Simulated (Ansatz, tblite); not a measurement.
# WO2Cl2 (WCl2O2): one state, many levels, part 1 of 2

Aim: run the singlet of WO2Cl2 (WCl2O2) at one geometry on many levels, and compare frontier levels, spin and run time.

The runs use Ansatz 0.2.0, Gaussian basis; as each input shows.

Plan: GFN1-xTB, GFN2-xTB, PBE-D4/def2-TZVP, r2SCAN-D4/def2-TZVP, r2SCANh-D4/def2-TZVP, CAM-B3LYP-D4/def2-TZVP, LDA/def2-TZVP, ωB97M-V/def2-TZVP, B97M-V/def2-TZVP, BHLYP-D4/def2-TZVP, ωB97X-V/def2-TZVP, PBE-D4/def2-SVP, PBE0-D4/def2-SVP, CCSD(T)/def2-TZVPP, MP2/def2-TZVP, RPA/def2-TZVP.

### 1 The geometry

The singlet was relaxed beforehand with r2SCAN-D4/def2-SVP.

5 atoms, charge 0, spin multiplicity 1.

Bond lengths: W1–O2 1.704 Å, W1–O3 1.704 Å, W1–Cl4 2.273 Å, W1–Cl5 2.273 Å. Angles: O2–W1–O3 106.0°, O2–W1–Cl4 108.9°, O2–W1–Cl5 108.9°, O3–W1–Cl4 108.9°, O3–W1–Cl5 108.9°, Cl4–W1–Cl5 115.0°.

Formally the metal is d0. W takes a core potential in the def2 sets. No spin-orbit coupling is included.

PBE0-D4/def2-TZVP was run before; its log isn't repeated, and its numbers join the tables.

### 2 GFN1-xTB

Tight binding, by tblite at 300 K electronic temperature and without a spin-polarisation term:

```python
tblite.interface.Calculator('GFN1-xTB', numbers, positions, charge=0, uhf=0).singlepoint()
```

Energy -554.9867 eV, HOMO -13.63 eV, LUMO -8.47 eV; 0.004 s.

### 3 GFN2-xTB

Tight binding, by tblite at 300 K electronic temperature and without a spin-polarisation term:

```python
tblite.interface.Calculator('GFN2-xTB', numbers, positions, charge=0, uhf=0).singlepoint()
```

Energy -538.7181 eV, HOMO -12.47 eV, LUMO -9.07 eV; 0.005 s.

### 4 PBE-D4/def2-TZVP

start.molden holds the orbitals of an earlier run on this state, given as this run's starting guess.

File in.yaml:

```yaml
crystal:
  periodic: [false, false, false]
  atoms:
    - {symbol: W, position_ang: [0.064417, -0.000189, 0.045012]}
    - {symbol: O, position_ang: [0.125453, -0.014716, 1.747866]}
    - {symbol: O, position_ang: [1.684586, 0.006719, -0.482873]}
    - {symbol: Cl, position_ang: [-0.940518, 1.921111, -0.638721]}
    - {symbol: Cl, position_ang: [-0.933948, -1.912935, -0.671284]}
basis:
  gaussian: {orbitals: def2-TZVP, initial_orbitals: start.molden}
hamiltonian: {xc: pbe, dispersion: d4}
scf: {omitted_lower_state_checks: [starts]}
output: {forces: true, orbitals: {seedname: orbitals}}
```

Started as:

```console
$ ansatz run in.yaml --threads 4 --pin off --events-out ev --progress --plain --max-ram 3916MiB
```

The log of the run:

```text
Functional definition: PBE
  name "PBE"
  cite "Perdew, Burke & Ernzerhof, Phys. Rev. Lett. 77, 3865 (1996) doi:10.1103/PhysRevLett.77.3865"
  parent pbe
  parameter kappa = 0.804
  parameter beta = 0.06672455060314922
  exchange = pbe_x(kappa = kappa, mu = beta*pi^2/3)
  correlation = pbe_c(beta = beta)
these checks for a lower state are left out or cut short: starts
1138 factors; their error is unknown
mean field evaluation 1: about -30961.2199 eV, gradient 1.4e1 eV
mean field evaluation 2: about -30961.3850 eV, gradient 1.9e-1 eV
mean field evaluation 4: about -30961.3761 eV, gradient 2.4e-4 eV
mean field -30961.37612499 eV, -1137.8095862190 hartree, gradient 2.5e-5 eV, S^2 0.000000; 0 other end points of the search recorded, 0 dependent functions left out
the calculation of the forces begins
reference -30961.37616421 eV, -1137.8095876601 hartree; 32, 32 occupied and 144, 144 virtual orbitals, 1138 factors
Total energy: -30961.55954144 eV, -1137.8163266491 hartree
Atom 0 at     0.064417    -0.000189     0.045012 Å, force    -0.613554     0.002163    -0.428837 eV/Å
Atom 1 at     0.125453    -0.014716     1.747866 Å, force    -0.009147    -0.004809     0.605775 eV/Å
Atom 2 at     1.684586     0.006719    -0.482873 Å, force     0.565623     0.003487    -0.216759 eV/Å
Atom 3 at    -0.940518     1.921111    -0.638721 Å, force     0.029201    -0.095107     0.019286 eV/Å
Atom 4 at    -0.933948    -1.912935    -0.671284 Å, force     0.027878     0.094266     0.020536 eV/Å
Dipole moment:    -0.314094     0.001405    -0.219517 e Å
Checks for a lower state left out: starts
```

It took 1.5 s on 4 threads of Arm Neoverse V2, shared host.

Report: HOMO -8.10 eV, LUMO -4.05 eV.

### 5 r2SCAN-D4/def2-TZVP

Edit in.yaml of step 4 so:

```diff
@@ -10,4 +10,4 @@
   gaussian: {orbitals: def2-TZVP, initial_orbitals: start.molden}
-hamiltonian: {xc: pbe, dispersion: d4}
+hamiltonian: {xc: r2scan, dispersion: d4}
 scf: {omitted_lower_state_checks: [starts]}
-output: {forces: true, orbitals: {seedname: orbitals}}
+output: {orbitals: {seedname: orbitals}}
```

The command is unchanged.

The log of the run:

```text
Functional definition: r2SCAN
  name "r2SCAN"
  cite "Furness, Kaplan, Ning, Perdew & Sun, J. Phys. Chem. Lett. 11, 8208 (2020) doi:10.1021/acs.jpclett.0c02405"
  cite "Furness, Kaplan, Ning, Perdew & Sun, J. Phys. Chem. Lett. 11, 9248 (2020) doi:10.1021/acs.jpclett.0c03077"
  parent r2scan
  parameter k0 = 0.174
  parameter k1 = 0.065
  parameter a1 = 4.9479
  exchange = r2scan_x(k0 = k0, k1 = k1, a1 = a1)
  correlation = r2scan_c
these checks for a lower state are left out or cut short: starts
1138 factors; their error is unknown
mean field evaluation 1: about -30971.7464 eV, gradient 9.5e0 eV
mean field evaluation 2: about -30971.8062 eV, gradient 8.7e-2 eV
mean field evaluation 4: about -30971.7986 eV, gradient 1.3e-4 eV
mean field -30971.79855991 eV, -1138.1926036375 hartree, gradient 7.4e-6 eV, S^2 0.000000; 0 other end points of the search recorded, 0 dependent functions left out
reference -30971.79857051 eV, -1138.1926040273 hartree; 32, 32 occupied and 144, 144 virtual orbitals, 1138 factors
Total energy: -30971.83953267 eV, -1138.1941093587 hartree
Checks for a lower state left out: starts
```

Run time: 3 s. Hardware: 4 threads of Arm Neoverse V2, shared host.

HOMO -8.50 eV, LUMO -4.03 eV.

### 6 r2SCANh-D4/def2-TZVP

Edit in.yaml of step 5 so:

```diff
@@ -10,3 +10,3 @@
   gaussian: {orbitals: def2-TZVP, initial_orbitals: start.molden}
-hamiltonian: {xc: r2scan, dispersion: d4}
+hamiltonian: {xc: {name: r2SCANh}, dispersion: d4}
 scf: {omitted_lower_state_checks: [starts]}
```

Launched as before.

The log of the run:

```text
Functional definition: r2SCANh
  name "r2SCANh"
  cite "Bursch, Neugebauer, Ehlert & Grimme, J. Chem. Phys. 156, 134105 (2022) doi:10.1063/5.0086040"
  cite "Furness, Kaplan, Ning, Perdew & Sun, J. Phys. Chem. Lett. 11, 8208 (2020) doi:10.1021/acs.jpclett.0c02405"
  cite "Furness, Kaplan, Ning, Perdew & Sun, J. Phys. Chem. Lett. 11, 9248 (2020) doi:10.1021/acs.jpclett.0c03077"
  parent r2scan
  parameter a = 0.1
  parameter k0 = 0.174
  parameter k1 = 0.065
  parameter a1 = 4.9479
  exchange = (1 - a)*r2scan_x(k0 = k0, k1 = k1, a1 = a1) + a*exact_x
  correlation = r2scan_c
these checks for a lower state are left out or cut short: starts
1138 factors; their error is unknown
mean field evaluation 1: about -30970.4059 eV, gradient 7.8e0 eV
mean field evaluation 2: about -30970.4371 eV, gradient 4.8e-2 eV
mean field evaluation 4: about -30970.4696 eV, gradient 6.9e-5 eV
mean field -30970.46959774 eV, -1138.1437651788 hartree, gradient 2.5e-5 eV, S^2 0.000000; 0 other end points of the search recorded, 0 dependent functions left out
reference -30970.46960750 eV, -1138.1437655373 hartree; 32, 32 occupied and 144, 144 virtual orbitals, 1138 factors
Total energy: -30970.51493394 eV, -1138.1454312533 hartree
Checks for a lower state left out: starts
```

Wall time 3.6 s (4 threads of Arm Neoverse V2, shared host).

Report: HOMO -9.10 eV, LUMO -3.77 eV.

### 7 CAM-B3LYP-D4/def2-TZVP

Edit in.yaml of step 6 so:

```diff
@@ -10,3 +10,3 @@
   gaussian: {orbitals: def2-TZVP, initial_orbitals: start.molden}
-hamiltonian: {xc: {name: r2SCANh}, dispersion: d4}
+hamiltonian: {xc: {name: CAM-B3LYP}, dispersion: d4}
 scf: {omitted_lower_state_checks: [starts]}
```

The command is unchanged.

The log of the run:

```text
Functional definition: CAM-B3LYP
  name "CAM-B3LYP"
  cite "Yanai, Tew & Handy, Chem. Phys. Lett. 393, 51 (2004) doi:10.1016/j.cplett.2004.06.011"
  cite "Iikura, Tsuneda, Yanai & Hirao, J. Chem. Phys. 115, 3540 (2001) doi:10.1063/1.1383587"
  cite "Becke, Phys. Rev. A 38, 3098 (1988) doi:10.1103/PhysRevA.38.3098"
  cite "Lee, Yang & Parr, Phys. Rev. B 37, 785 (1988) doi:10.1103/PhysRevB.37.785"
  cite "Vosko, Wilk & Nusair, Can. J. Phys. 58, 1200 (1980) doi:10.1139/p80-159"
  parameter alpha = 0.19
  parameter beta = 0.46
  parameter omega = 0.33/bohr
  parameter ac = 0.81
  # Exact exchange under (alpha + beta erf(omega r))/r, Becke's under what is left of 1/r.
  exchange = (1 - alpha - beta)*b88_x + beta*b88_x_sr(omega) + alpha*exact_x + beta*exact_x_lr(omega)
  correlation = (1 - ac)*vwn5_c + ac*lyp_c
these checks for a lower state are left out or cut short: starts
1208 factors; their error is unknown
227 factors; integrals over basis functions are off by at most 1.1e-5 eV
mean field evaluation 1: about -30971.5775 eV, gradient 9.3e0 eV
mean field evaluation 2: about -30971.6759 eV, gradient 1.1e-1 eV
mean field evaluation 4: about -30971.7445 eV, gradient 1.9e-4 eV
mean field -30971.74446652 eV, -1138.1906157422 hartree, gradient 2.2e-5 eV, S^2 0.000000; 0 other end points of the search recorded, 0 dependent functions left out
reference -30971.74459314 eV, -1138.1906203956 hartree; 32, 32 occupied and 144, 144 virtual orbitals, 1208 factors
Total energy: -30971.91022140 eV, -1138.1967071217 hartree
Checks for a lower state left out: starts
```

Wall time 2.1 s (4 threads of Arm Neoverse V2, shared host).

HOMO -11.16 eV, LUMO -2.38 eV.

### 8 LDA/def2-TZVP

Edit in.yaml of step 7 so:

```diff
@@ -10,3 +10,3 @@
   gaussian: {orbitals: def2-TZVP, initial_orbitals: start.molden}
-hamiltonian: {xc: {name: CAM-B3LYP}, dispersion: d4}
+hamiltonian: {xc: lda}
 scf: {omitted_lower_state_checks: [starts]}
```

Same command.

The log of the run:

```text
Functional definition: SPW92
  name "SPW92"
  cite "Dirac, Proc. Camb. Phil. Soc. 26, 376 (1930) doi:10.1017/S0305004100016108"
  cite "Slater, Phys. Rev. 81, 385 (1951) doi:10.1103/PhysRev.81.385"
  cite "Perdew & Wang, Phys. Rev. B 45, 13244 (1992) doi:10.1103/PhysRevB.45.13244"
  exchange = slater_x
  correlation = pw_c
these checks for a lower state are left out or cut short: starts
1138 factors; their error is unknown
mean field evaluation 1: about -30861.6401 eV, gradient 4.0e1 eV
mean field evaluation 2: about -30862.1074 eV, gradient 7.3e-1 eV
mean field evaluation 4: about -30862.1008 eV, gradient 8.3e-2 eV
mean field -30862.10076996 eV, -1134.1612842129 hartree, gradient 3.9e-5 eV, S^2 0.000000; 0 other end points of the search recorded, 0 dependent functions left out
reference -30862.10080659 eV, -1134.1612855588 hartree; 32, 32 occupied and 144, 144 virtual orbitals, 1138 factors
Total energy: -30862.10080659 eV, -1134.1612855588 hartree
Checks for a lower state left out: starts
```

Wall time 0.75 s (4 threads of Arm Neoverse V2, shared host).

HOMO -8.33 eV, LUMO -4.31 eV.

### 9 ωB97M-V/def2-TZVP

Edit in.yaml of step 8 so:

```diff
@@ -10,3 +10,3 @@
   gaussian: {orbitals: def2-TZVP, initial_orbitals: start.molden}
-hamiltonian: {xc: lda}
+hamiltonian: {xc: {name: wB97M-V}}
 scf: {omitted_lower_state_checks: [starts]}
```

Launched as before.

The log of the run:

```text
Functional definition: wB97M-V
  name "wB97M-V"
  cite "Mardirossian & Head-Gordon, J. Chem. Phys. 144, 214110 (2016) doi:10.1063/1.4952647"
  cite "Becke, J. Chem. Phys. 107, 8554 (1997) doi:10.1063/1.475007"
  cite "Vydrov & Van Voorhis, J. Chem. Phys. 133, 244103 (2010) doi:10.1063/1.3521275"
  # Of w^i u^j: cxij and so on, Table III.
  parameter omega = 0.3/bohr
  parameter cx = 0.15
  parameter cx01 = 1.007
  parameter cx10 = 0.259
  parameter css00 = 0.443
  parameter css04 = -1.437
  parameter css10 = -4.535
  parameter css20 = -3.390
  parameter css43 = 4.278
  parameter cos00 = 1.000
  parameter cos10 = 1.358
  parameter cos20 = 2.924
  parameter cos21 = -8.812
  parameter cos60 = -1.390
  parameter cos61 = 9.142
  parameter b = 6.0
  parameter c = 0.01
  gx(w, u) = 1 - cx + cx01*u + cx10*w
  gss(w, u) = css00 + css04*u^4 + css10*w + css20*w^2 + css43*w^4*u^3
  gos(w, u) = cos00 + cos10*w + (cos20 + cos21*u)*w^2 + (cos60 + cos61*u)*w^6
  exchange = spin_sum(e_x_unif_sr(omega)*gx(b97_w, b97_u_x)) + cx*exact_x_sr(omega) + exact_x_lr(omega)
  correlation = spin_sum(e_c_pw_mod_same_spin*gss(b97_w, b97_u_same))
      + integral(e_c_pw_mod_opposite_spin*gos(b97_w_opposite, b97_u_opposite)) + vv10(b, c)
these checks for a lower state are left out or cut short: starts
1196 factors; their error is unknown
208 factors; integrals over basis functions are off by at most 2.9e-5 eV
mean field evaluation 1: about -30968.7546 eV, gradient 1.4e1 eV
mean field evaluation 2: about -30968.8602 eV, gradient 2.0e-1 eV
mean field evaluation 4: about -30968.9146 eV, gradient 6.2e-4 eV
mean field -30968.91458568 eV, -1138.0866195396 hartree, gradient 1.0e-5 eV, S^2 0.000000; 0 other end points of the search recorded, 0 dependent functions left out
reference -30968.91462984 eV, -1138.0866211623 hartree; 32, 32 occupied and 144, 144 virtual orbitals, 1196 factors
Total energy: -30968.91462984 eV, -1138.0866211623 hartree
Checks for a lower state left out: starts
```

It took 6.5 s on 4 threads of Arm Neoverse V2, shared host; peak memory 0.55 GiB.

From the report: HOMO -12.07 eV, LUMO -1.35 eV.

### 10 B97M-V/def2-TZVP

Edit in.yaml of step 9 so:

```diff
@@ -10,3 +10,3 @@
   gaussian: {orbitals: def2-TZVP, initial_orbitals: start.molden}
-hamiltonian: {xc: {name: wB97M-V}}
+hamiltonian: {xc: {name: B97M-V}}
 scf: {omitted_lower_state_checks: [starts]}
```

The command is unchanged.

The log of the run:

```text
Functional definition: B97M-V
  name "B97M-V"
  cite "Mardirossian & Head-Gordon, J. Chem. Phys. 142, 074111 (2015) doi:10.1063/1.4907719"
  cite "Becke, J. Chem. Phys. 107, 8554 (1997) doi:10.1063/1.475007"
  cite "Vydrov & Van Voorhis, J. Chem. Phys. 133, 244103 (2010) doi:10.1063/1.3521275"
  # Of w^i u^j: cxij and so on, Table III.
  parameter cx00 = 1.000
  parameter cx01 = 1.308
  parameter cx02 = 1.901
  parameter cx10 = 0.416
  parameter cx11 = 3.070
  parameter css00 = 1.000
  parameter css02 = -1.855
  parameter css10 = -5.668
  parameter css32 = -20.497
  parameter css42 = -20.364
  parameter cos00 = 1.000
  parameter cos01 = 1.573
  parameter cos03 = -6.298
  parameter cos10 = 2.535
  parameter cos32 = -6.427
  parameter b = 6.0
  parameter c = 0.01
  gx(w, u) = cx00 + cx01*u + cx02*u^2 + (cx10 + cx11*u)*w
  gss(w, u) = css00 + css02*u^2 + css10*w + (css32*w^3 + css42*w^4)*u^2
  gos(w, u) = cos00 + cos01*u + cos03*u^3 + cos10*w + cos32*w^3*u^2
  exchange = spin_sum(e_x_unif_s*gx(b97_w, b97_u_x))
  correlation = spin_sum(e_c_pw_mod_same_spin*gss(b97_w, b97_u_same))
      + integral(e_c_pw_mod_opposite_spin*gos(b97_w_opposite, b97_u_opposite)) + vv10(b, c)
these checks for a lower state are left out or cut short: starts
1138 factors; their error is unknown
mean field evaluation 1: about -30966.1906 eV, gradient 2.3e1 eV
mean field evaluation 2: about -30966.4096 eV, gradient 2.8e-1 eV
mean field evaluation 4: about -30966.4059 eV, gradient 1.3e-1 eV
mean field evaluation 8: about -30966.4059 eV, gradient 9.4e-6 eV
mean field -30966.40587164 eV, -1137.9944259991 hartree, gradient 9.4e-6 eV, S^2 0.000000; 0 other end points of the search recorded, 0 dependent functions left out
reference -30966.40592538 eV, -1137.9944279739 hartree; 32, 32 occupied and 144, 144 virtual orbitals, 1138 factors
Total energy: -30966.40592538 eV, -1137.9944279739 hartree
Checks for a lower state left out: starts
```

Run time: 5.5 s. Hardware: 4 threads of Arm Neoverse V2, shared host.

Report: HOMO -8.57 eV, LUMO -3.97 eV.

### 11 BHLYP-D4/def2-TZVP

Edit in.yaml of step 10 so:

```diff
@@ -10,3 +10,3 @@
   gaussian: {orbitals: def2-TZVP, initial_orbitals: start.molden}
-hamiltonian: {xc: {name: B97M-V}}
+hamiltonian: {xc: {name: BHLYP}, dispersion: d4}
 scf: {omitted_lower_state_checks: [starts]}
```

Same command.

The log of the run:

```text
Functional definition: BHLYP
  name "BHLYP"
  cite "Becke, J. Chem. Phys. 98, 1372 (1993) doi:10.1063/1.464304"
  cite "Becke, Phys. Rev. A 38, 3098 (1988) doi:10.1103/PhysRevA.38.3098"
  cite "Lee, Yang & Parr, Phys. Rev. B 37, 785 (1988) doi:10.1103/PhysRevB.37.785"
  parameter a = 0.5
  exchange = (1 - a)*b88_x + a*exact_x
  correlation = lyp_c
these checks for a lower state are left out or cut short: starts
1395 factors; their error is unknown
mean field evaluation 1: about -30967.0569 eV, gradient 1.2e1 eV
mean field evaluation 2: about -30967.1871 eV, gradient 2.4e-1 eV
mean field evaluation 4: about -30967.3847 eV, gradient 3.0e-1 eV
mean field -30967.38481684 eV, -1138.0304015715 hartree, gradient 7.4e-5 eV, S^2 0.000000; 0 other end points of the search recorded, 0 dependent functions left out
reference -30967.38499354 eV, -1138.0304080652 hartree; 32, 32 occupied and 144, 144 virtual orbitals, 1395 factors
Total energy: -30967.66601132 eV, -1138.0407352782 hartree
Checks for a lower state left out: starts
```

It took 1.9 s on 4 threads of Arm Neoverse V2, shared host.

From the report: HOMO -11.24 eV, LUMO -2.59 eV.

### 12 ωB97X-V/def2-TZVP

Edit in.yaml of step 11 so:

```diff
@@ -10,3 +10,3 @@
   gaussian: {orbitals: def2-TZVP, initial_orbitals: start.molden}
-hamiltonian: {xc: {name: BHLYP}, dispersion: d4}
+hamiltonian: {xc: {name: wB97X-V}}
 scf: {omitted_lower_state_checks: [starts]}
```

Launched as before.

The log of the run:

```text
Functional definition: wB97X-V
  name "wB97X-V"
  cite "Mardirossian & Head-Gordon, Phys. Chem. Chem. Phys. 16, 9904 (2014) doi:10.1039/C3CP54374A"
  cite "Becke, J. Chem. Phys. 107, 8554 (1997) doi:10.1063/1.475007"
  cite "Vydrov & Van Voorhis, J. Chem. Phys. 133, 244103 (2010) doi:10.1063/1.3521275"
  parameter omega = 0.3/bohr
  parameter cx = 0.167
  parameter cx1 = 0.603
  parameter cx2 = 1.194
  parameter css0 = 0.556
  parameter css1 = -0.257
  parameter cos0 = 1.219
  parameter cos1 = -1.850
  parameter b = 6.0
  parameter c = 0.01
  exchange = spin_sum(e_x_unif_sr(omega)*poly(b97_u_x, 1 - cx, cx1, cx2)) + cx*exact_x_sr(omega) + exact_x_lr(omega)
  correlation = spin_sum(e_c_pw_same_spin*poly(b97_u_same, css0, css1))
      + integral(e_c_pw_opposite_spin*poly(b97_u_opposite, cos0, cos1)) + vv10(b, c)
these checks for a lower state are left out or cut short: starts
1208 factors; their error is unknown
208 factors; integrals over basis functions are off by at most 2.9e-5 eV
mean field evaluation 1: about -30967.2925 eV, gradient 8.4e0 eV
mean field evaluation 2: about -30967.3782 eV, gradient 1.5e-1 eV
mean field evaluation 4: about -30967.4411 eV, gradient 4.1e-4 eV
mean field -30967.44110033 eV, -1138.0324699518 hartree, gradient 2.5e-5 eV, S^2 0.000000; 0 other end points of the search recorded, 0 dependent functions left out
reference -30967.44109852 eV, -1138.0324698850 hartree; 32, 32 occupied and 144, 144 virtual orbitals, 1208 factors
Total energy: -30967.44109852 eV, -1138.0324698850 hartree
Checks for a lower state left out: starts
```

Run time: 5.5 s. Hardware: 4 threads of Arm Neoverse V2, shared host.

HOMO -12.16 eV, LUMO -1.33 eV.

### 13 PBE-D4/def2-SVP

Edit in.yaml of step 12 so:

```diff
@@ -9,4 +9,4 @@
 basis:
-  gaussian: {orbitals: def2-TZVP, initial_orbitals: start.molden}
-hamiltonian: {xc: {name: wB97X-V}}
+  gaussian: {orbitals: def2-SVP, initial_orbitals: start.molden}
+hamiltonian: {xc: pbe, dispersion: d4}
 scf: {omitted_lower_state_checks: [starts]}
```

Launched as before.

The log of the run:

```text
Functional definition: PBE
  name "PBE"
  cite "Perdew, Burke & Ernzerhof, Phys. Rev. Lett. 77, 3865 (1996) doi:10.1103/PhysRevLett.77.3865"
  parent pbe
  parameter kappa = 0.804
  parameter beta = 0.06672455060314922
  exchange = pbe_x(kappa = kappa, mu = beta*pi^2/3)
  correlation = pbe_c(beta = beta)
these checks for a lower state are left out or cut short: starts
983 factors; their error is unknown
mean field evaluation 1: about -30946.8203 eV, gradient 2.3e1 eV
mean field evaluation 2: about -30947.2916 eV, gradient 5.8e-1 eV
mean field evaluation 4: about -30947.2337 eV, gradient 1.4e-1 eV
mean field -30947.23374791 eV, -1137.2898634471 hartree, gradient 3.2e-5 eV, S^2 0.000000; 0 other end points of the search recorded, 0 dependent functions left out
reference -30947.23380897 eV, -1137.2898656910 hartree; 32, 32 occupied and 64, 64 virtual orbitals, 983 factors
Total energy: -30947.41718620 eV, -1137.2966046801 hartree
Checks for a lower state left out: starts
```

It took 0.75 s on 4 threads of Arm Neoverse V2, shared host.

HOMO -8.08 eV, LUMO -3.89 eV.

### 14 PBE0-D4/def2-SVP

Edit in.yaml of step 13 so:

```diff
@@ -10,3 +10,3 @@
   gaussian: {orbitals: def2-SVP, initial_orbitals: start.molden}
-hamiltonian: {xc: pbe, dispersion: d4}
+hamiltonian: {xc: pbe0, dispersion: d4}
 scf: {omitted_lower_state_checks: [starts]}
```

Same command.

The log of the run:

```text
Functional definition: PBE0
  name "PBE0"
  cite "Adamo & Barone, J. Chem. Phys. 110, 6158 (1999) doi:10.1063/1.478522"
  cite "Perdew, Burke & Ernzerhof, Phys. Rev. Lett. 77, 3865 (1996) doi:10.1103/PhysRevLett.77.3865"
  parent pbe
  parameter a = 0.25
  parameter kappa = 0.804
  parameter beta = 0.06672455060314922
  exchange = (1 - a)*pbe_x(kappa = kappa, mu = beta*pi^2/3) + a*exact_x
  correlation = pbe_c(beta = beta)
these checks for a lower state are left out or cut short: starts
885 factors; integrals over basis functions are off by at most 8.9e-4 eV
mean field evaluation 1: about -30946.3035 eV, gradient 2.1e1 eV
mean field evaluation 2: about -30946.6050 eV, gradient 4.0e-1 eV
mean field evaluation 4: about -30946.7647 eV, gradient 1.2e-3 eV
mean field -30946.76466877 eV, -1137.2726251067 hartree, gradient 2.8e-5 eV, S^2 0.000000; 0 other end points of the search recorded, 0 dependent functions left out
reference -30946.76471489 eV, -1137.2726268016 hartree; 32, 32 occupied and 64, 64 virtual orbitals, 885 factors
Total energy: -30946.92255447 eV, -1137.2784272992 hartree
Checks for a lower state left out: starts
```

It took 1.1 s on 4 threads of Arm Neoverse V2, shared host.

Report: HOMO -9.79 eV, LUMO -3.30 eV.

(Continued in part 2 of 2.)
